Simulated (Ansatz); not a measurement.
C2H5NOSi, SMILES CO[SiH2]C#N, harmonic frequencies at the relaxed geometry

Program: the Ansatz DFT code, driven from Python.

Run as a notebook:

In [1]:
```python
import warnings

import ansatz
from ase import Atoms
from ase.thermochemistry import IdealGasThermo
import numpy as np
```

In [2]:
```python
BASIS_SET = "def2-SVP"
XC = "CAM-B3LYP"
```

In [3]:
```python
warnings.simplefilter("ignore", ansatz.DeckWarning)

c2h5nosi = (
    ansatz.Crystal.molecule()
    .atom("C", [-1.2344, 0.4879, -0.7503])
    .atom("O", [-0.0032, 1.0283, -0.419])
    .atom("Si", [0.8704, 0.1921, 0.6951])
    .atom("C", [1.4153, -1.5578, 0.1974])
    .atom("N", [1.5941, -2.666, -0.1319])
    .atom("H", [-1.9406, 0.5016, 0.1121])
    .atom("H", [-1.7058, 1.2246, -1.4794])
    .atom("H", [-1.1745, -0.4349, -1.2444])
    .atom("H", [2.1374, 0.995, 1.0253])
    .atom("H", [0.1246, 0.178, 1.998])
)
```

In [4]:
```python
model = (
    c2h5nosi.calculation()
    .basis(gaussian=BASIS_SET)
    .functional(XC)
)
symbols = [site.symbol for site in c2h5nosi.cartesian_sites]
start = np.array([site.position_ang for site in c2h5nosi.cartesian_sites], dtype=float)
r = model.relax(force_tolerance=0.003).run().report
end = np.array(r["positions_ang"])
```

In [5]:
```python
print("bond        before    after (A)")
for i, j in [(0, 1), (0, 5), (0, 6), (0, 7), (1, 2), (2, 3), (2, 8), (2, 9), (3, 4)]:
    d0, d1 = (np.linalg.norm(xyz[i] - xyz[j]) for xyz in (start, end))
    print(f"{symbols[i]}{i}-{symbols[j]}{j}".ljust(10), f"{d0:8.4f} {d1:8.4f}")

# same settings at the minimum
minimum = ansatz.Crystal.molecule()
for symbol, xyz in zip(symbols, end):
    minimum = minimum.atom(symbol, xyz.tolist())
vibrating = (
    minimum.calculation()
    .basis(gaussian=BASIS_SET)
    .functional(XC)
    .phonons(temperatures=(100, 500, 100))
)
vib = vibrating.run().report["vibrations"]
sums = vib["harmonic_sums"]
modes = [m["omega_inv_cm"] for m in sums["modes_at_gamma"] if m["rigid_motion"] == "no"]
print("frequencies (1/cm):", " ".join(f"{w:.0f}" for w in modes))
print("imaginary modes:", sum(w < 0 for w in modes), " zero-point energy:", round(sums["zero_point_energy_ev"], 4), "eV")
# rigid rotor and ideal gas, symmetry number taken as one
gas = IdealGasThermo(vib_energies=[w / 8065.544 for w in modes if w > 0], geometry="linear" if len(modes) == 3 * len(symbols) - 5 else "nonlinear",
                     atoms=Atoms(symbols, positions=end), symmetrynumber=1, spin=0.0)
print(f"H(298 K) - E = {gas.get_enthalpy(298.15, verbose=False):.4f} eV")
print(f"S(298 K, 1 bar) = {96485.33 * gas.get_entropy(298.15, 1e5, verbose=False):.1f} J/(mol K) with symmetry number 1")
```
```text
bond        before    after (A)
C0-O1        1.3848   1.4086
C0-H5        1.1147   1.1039
C0-H6        1.1387   1.0988
C0-H7        1.0485   1.1032
O1-Si2       1.6443   1.6416
Si2-C3       1.8992   1.8699
Si2-H8       1.5359   1.4746
Si2-H9       1.5013   1.4843
C3-N4        1.1698   1.1553
frequencies (1/cm): 66 101 157 220 262 408 591 674 758 791 920 962 1180 1187 1233 1481 1486 1488 2276 2331 2383 3028 3106 3152
imaginary modes: 0  zero-point energy: 1.8748 eV
H(298 K) - E = 2.0887 eV
S(298 K, 1 bar) = 344.8 J/(mol K) with symmetry number 1
```

Reading the output:
- The frequencies are harmonic and unscaled, in a modest basis. The result belongs to the one conformer reached from this start, and soft torsions count as harmonic oscillators.
- The entropy takes a symmetry number of 1; a symmetric molecule's is lower by R ln(sigma).
- Run time: 3.4 min on 1 thread of Arm Neoverse V2, with other jobs on the host, peak memory 0.36 GiB.

(Lines on the test bed's own set-up are left out of the output.)
